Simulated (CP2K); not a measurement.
# Two attempts at MoHSF5 (Mo(SH)F5)

Wanted: energy and gradient of MoHSF5 (Mo(SH)F5), PM6.

The results are computed with CP2K 2026.2.

1 further run of the same task is left out (set aside as unsound or not needed).

### 1 Starting point

The species is MoHSF5 (8 atoms), meant as a singlet with charge 0. SMILES: `[F][Mo]([F])([F])([F])([F])[SH]`. Geometry: a GFN2-xTB relaxation, a rough one for these elements and not checked as a minimum. This is one conformer, not always the lowest.

Bond lengths: Mo1–S2 2.356 Å, Mo1–F4 1.830 Å, Mo1–F5 1.734 Å, Mo1–F6 1.749 Å, Mo1–F7 1.738 Å, Mo1–F8 1.751 Å, S2–H3 1.330 Å. Some angles: S2–Mo1–F4 174.5°, S2–Mo1–F5 90.9°, S2–Mo1–F6 90.2°, S2–Mo1–F7 92.2°, S2–Mo1–F8 90.8°, F4–Mo1–F5 93.2°, F4–Mo1–F6 85.7°, F4–Mo1–F7 91.6°, F4–Mo1–F8 85.5°, F5–Mo1–F6 178.7°.

### 2 The input as first written

molecule.pdb

```
HETATM    1 Mo   MOL A   1       0.143   0.128  -0.380  1.00  0.00          MO
HETATM    2 S    MOL A   1       0.108   0.082   1.975  1.00  0.00           S
HETATM    3 H    MOL A   1      -0.870  -0.775   2.255  1.00  0.00           H
HETATM    4 F    MOL A   1       0.040   0.046  -2.205  1.00  0.00           F
HETATM    5 F    MOL A   1       1.877   0.154  -0.381  1.00  0.00           F
HETATM    6 F    MOL A   1      -1.606   0.122  -0.413  1.00  0.00           F
HETATM    7 F    MOL A   1       0.188   1.865  -0.412  1.00  0.00           F
HETATM    8 F    MOL A   1       0.121  -1.622  -0.439  1.00  0.00           F
END
```

gas.inp

```
&GLOBAL
    PROJECT_NAME gas
    RUN_TYPE ENERGY_FORCE
    PRINT_LEVEL MEDIUM
&END GLOBAL

&FORCE_EVAL
    METHOD QUICKSTEP
    &DFT
        CHARGE 0
        MULTIPLICITY 1
        # Quickstep
        &QUICKSTEP
            METHOD PM6
            EPS_DEFAULT 1.0E-10
            &SE
                &COULOMB
                    CUTOFF [angstrom] 50
                    RC_RANGE [angstrom] 0
                &END COULOMB
                &EXCHANGE
                    CUTOFF [angstrom] 50
                    RC_RANGE [angstrom] 0
                &END EXCHANGE
            &END SE
        &END QS
        &POISSON
            PERIODIC NONE
            POISSON_SOLVER ANALYTIC
        &END POISSON
        &SCF
            SCF_GUESS ATOMIC
            EPS_SCF 1.0E-07
            MAX_SCF 150
            &DIAGONALIZATION
                ALGORITHM STANDARD
            &END DIAGONALIZATION
            &MIXING
                METHOD DIRECT_P_MIXING
                ALPHA 0.4
            &END MIXING
        &END SCF
        # extra output
        &PRINT
            &MOMENTS
                PERIODIC F
                REFERENCE COM
                MAX_MOMENT 1
            &END MOMENTS
            &MO ON
                ENERGIES T
                OCCUPATION_NUMBERS T
                NDIGITS 6
                &EACH
                    QS_SCF 0
                &END EACH
                ADD_LAST NUMERIC
            &END MO
            &HIRSHFELD OFF
            &END HIRSHFELD
        &END PRINT
    &END DFT
    # atoms, cell and kinds
    &SUBSYS
        &CELL
            ABC [angstrom] 11.5 11.5 12.5
            PERIODIC NONE
        &END CELL
        &TOPOLOGY
            COORD_FILE_NAME molecule.pdb
            COORD_FILE_FORMAT PDB
            CONN_FILE_FORMAT OFF
            &CENTER_COORDINATES
            &END CENTER_COORDINATES
        &END TOPOLOGY
    &END SUBSYS
    &PRINT
        &FORCES ON
        &END FORCES
    &END PRINT
&END FORCE_EVAL
```

The run is started by

```bash
OMP_NUM_THREADS=1 cp2k.psmp -i gas.inp -o gas.out
```

Log:

```text
Possible matches for unknown subsection

 QUICKSTEP

   keyword UKS in section %__ROOT__%FORCE_EVAL%DFT score:  104
   keyword MULTIP in section %__ROOT__%FORCE_EVAL%DFT score:  104
   keyword ROKS in section %__ROOT__%FORCE_EVAL%DFT score:  103
   enum MULLIKEN in section %__ROOT__%FORCE_EVAL%DFT for keyword PLUS_U_METHOD score:  103
   keyword SUBCELLS in section %__ROOT__%FORCE_EVAL%DFT score:  103

 *******************************************************************************
 *   ___                                                                       *
 *  /   \                                                                      *
 * [ABORT]                                                                     *
 *  \___/               unknown subsection QUICKSTEP of section DFT            *
 *    |                                                                        *
 *  O/|                                                                        *
 * /| |                                                                        *
 * / \                                               input/input_parsing.F:192 *
 *******************************************************************************

 ===== Routine Calling Stack =====

            4 section_vals_parse
            3 section_vals_parse
            2 section_vals_parse
            1 read_input

Program received signal SIGABRT: Process abort signal.

Backtrace for this error:
#0  0x41ea7bb0f957 in ???
#1  0x41ea9c3c4cac in __pthread_kill_implementation
#2  0x41ea9c36bfb7 in raise
#3  0x41ea9c355d37 in abort
#4  0x41ea7c1e2d83 in ???
#5  0x41ea7c1e4297 in ???
#6  0x41ea7c353e77 in ???
#7  0x41ea7c3538f7 in ???
#8  0x41ea7c3538f7 in ???
#9  0x41ea7bc29807 in ???
#10  0x41ea7c494e8b in ???
#11  0x41ea7c499d0b in ???
#12  0x41ea7bbb0db3 in ???
#13  0x41ea7bbaef13 in ???
#14  0x41ea9c356573 in __libc_start_call_main
#15  0x41ea9c356657 in __libc_start_main_impl
#16  0x41ea7bbaf06f in ???
#17  0xffffffffffffffff in ???
```

Wall time 0.24 s (1 thread of Arm Neoverse V2, shared host).

### 3 What went wrong

The input was rejected.

The log says `\___/               unknown subsection QUICKSTEP of section DFT`. What is wrong: unknown section.

### 4 The mended input

molecule.pdb is that of step 2.

run.inp

```
&FORCE_EVAL
 METHOD QUICKSTEP
 &DFT
  CHARGE 0
  MULTIPLICITY 1
  &QS
   METHOD PM6
   EPS_DEFAULT 1.0E-10
   &SE
    &COULOMB
     CUTOFF [angstrom] 50
     RC_RANGE [angstrom] 0
    &END COULOMB
    &EXCHANGE
     CUTOFF [angstrom] 50
     RC_RANGE [angstrom] 0
    &END EXCHANGE
   &END SE
  &END QS
  &POISSON
   PERIODIC NONE
   POISSON_SOLVER ANALYTIC
  &END POISSON
  &SCF
   SCF_GUESS ATOMIC
   EPS_SCF 1.0E-07
   MAX_SCF 150
   &DIAGONALIZATION
    ALGORITHM STANDARD
   &END DIAGONALIZATION
   &MIXING
    METHOD DIRECT_P_MIXING
    ALPHA 0.4
   &END MIXING
  &END SCF
  &PRINT
   &MOMENTS
    PERIODIC F
    REFERENCE COM
    MAX_MOMENT 1
   &END MOMENTS
   &MO ON
    ENERGIES T
    OCCUPATION_NUMBERS T
    NDIGITS 6
    &EACH
     QS_SCF 0
    &END EACH
    ADD_LAST NUMERIC
   &END MO
   &HIRSHFELD OFF
   &END HIRSHFELD
  &END PRINT
 &END DFT
 &SUBSYS
  &CELL
   ABC [angstrom] 11.5 11.5 12.5
   PERIODIC NONE
  &END CELL
  &TOPOLOGY
   COORD_FILE_NAME molecule.pdb
   COORD_FILE_FORMAT PDB
   CONN_FILE_FORMAT OFF
   &CENTER_COORDINATES
   &END CENTER_COORDINATES
  &END TOPOLOGY
 &END SUBSYS
 &PRINT
  &FORCES ON
  &END FORCES
 &END PRINT
&END FORCE_EVAL

&GLOBAL
 PROJECT_NAME run
 RUN_TYPE ENERGY_FORCE
 PRINT_LEVEL MEDIUM
&END GLOBAL
```

The run is started by

```bash
OMP_NUM_THREADS=1 cp2k.psmp run.inp > run.out
```

Log:

```text
CP2K| version string:                                       CP2K version 2026.2
[...]
 GLOBAL| Method name                                                        CP2K
[...]
 GLOBAL| Run type                                                   ENERGY_FORCE
[...]
                             - Atoms:                                          8
[...]
                             - Spherical basis functions:                     39
[...]
 Number of electrons:                                                         48
[...]
     1 P_Mix/Diag. 0.40E+00    0.0     1.82661756       -94.7087112792 -9.47E+01
[...]
    38 DIIS/Diag.  0.98E-07    0.0     0.00000008      -100.7228092493  0.00E+00
  *** SCF run converged in    38 steps ***
  Core-core repulsion energy [eV]:                           5092.37074290021064
  Core Hamiltonian energy [eV]:                             -4614.16606572487672
  Two-electron integral energy [eV]:                        -6438.02340553851991
  Electronic energy [eV]:                                   -7833.17776849413713
  Total energy [eV]:                                        -2740.80702559392603
  Atomic reference energy [eV]:                              2727.97569559988597
  Heat of formation [kcal/mol]:                              -295.89752251834591
[...]
 SE_DIPOLE| Moment [Debye]          0.33096854       0.29733168      -1.92967438
 SE_DIPOLE| Derivative [a.u.]       0.00000000       0.00000000       0.00000000
 ENERGY| Total FORCE_EVAL ( QS ) energy [hartree]           -100.722809249319411
 FORCES| Atomic forces [hartree/bohr]
 FORCES|   Atom     x               y               z               |f|
 FORCES|      1 -2.36410343E-03 -2.41909867E-03  1.83421995E-02   1.86514693E-02
 FORCES|      2  7.57429953E-03  6.83900672E-03 -2.15666961E-02   2.38592625E-02
 FORCES|      3 -8.91698937E-03 -7.74625334E-03  3.84152480E-03   1.24207268E-02
 FORCES|      4 -2.91053479E-03 -2.66211928E-03 -6.66275361E-03   7.74276291E-03
 FORCES|      5  5.07323818E-02  3.28435700E-03  2.90917497E-03   5.09217523E-02
 FORCES|      6 -4.62498994E-02 -1.33707526E-03  9.04826102E-04   4.62780690E-02
 FORCES|      7  3.83204762E-03  4.98314770E-02  2.14124322E-03   5.00244502E-02
 FORCES|      8 -1.69720195E-03 -4.57902942E-02  9.04811042E-05   4.58218259E-02
 FORCES| Sum     1.22124533E-15 -6.10622664E-16 -1.66533454E-16
 FORCES| Total atomic force                                       1.37551211E-15
[...]
```

Run time: 0.22 s. Hardware: 1 thread of Arm Neoverse V2, shared host.

### 5 Outcome

Level: PM6.

| quantity | value |
| --- | --- |
| total energy | -100.72281 Eh |
| dipole moment | 1.98 D |
| HOMO energy | -9.96 eV |
| heat of formation at this unrelaxed shape | -295.9 kcal/mol |
| largest force on an atom | 2.619 eV/Å |

**Reading.** The largest force is 2.62 eV/Å: the shape isn't a stationary point for this species at this level.
